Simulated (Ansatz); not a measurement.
# In (sc type): the cost of one run

Program: Ansatz 0.2.0. Level of theory: DFT LDA, with the methods named in each step. These are calculated values, not measurements.

This is In in the simple cubic structure; at room conditions it is tetragonal.

## (1) The system as given

It takes space group Pm-3m (No. 221, cubic). The conventional cell has a = 2.971 Å, b = 2.971 Å, c = 2.971 Å, α = 90.00°, β = 90.00°, γ = 90.00°. In (site symmetry m-3m) has 6 In at 2.97 Å in its first shell of neighbours.

Structure file:

```xyz
1
Lattice="2.9707 0.0000 0.0000 0.0000 2.9707 0.0000 0.0000 0.0000 2.9707" Properties=species:S:1:pos:R:3 pbc="T T T"
In    0.0000    0.0000    0.0000
```

Whether this phase is the stable one at these pressures isn't tested.

## (2) The reference volume, LAPW

input.yaml

```yaml
crystal:
  lattice:
    - [2.9706795802, 0.0, 0.0]
    - [0.0, 2.9706795802, 0.0]
    - [0.0, 0.0, 2.9706795802]
  atoms:
    - { symbol: In, position: [0.0, 0.0, 0.0] }
kpoints:
  mp_grid: { grid: [14, 14, 14] }
  band_path:
    path:
      - [0.0, 0.0, 0.0]
      - [0.0, 0.5, 0.0]
      - [0.5, 0.5, 0.0]
      - [0.0, 0.0, 0.0]
      - [0.5, 0.5, 0.5]
      - [0.0, 0.5, 0.0]
      - [0.5, 0.5, 0.5]
      - [0.5, 0.5, 0.0]
    npoints: 14
scf:
  occupations: { method: fermi_dirac, width: 0.05 }
hamiltonian:
  xc: lda
  pseudopotentials: { kind: all_electron, lapw: { basis_error: 0.001 } }
output:
  forces: true
  stress: true
  eigenvalues: true
  populations: true
  dos: { projected: true, de: 0.2, e_range: [-14, 8] }
```

Started as:

```
ansatz run input.yaml --threads 1 --pin off --max-ram 2048MiB --backend cpu --events-out ev --progress --plain --runs-dir out
```

**Question.** How long does this run take on 1 thread of Arm Neoverse V2, shared host, and how much memory does it need?

About 9.7 s, with a peak of 0.3 GiB.
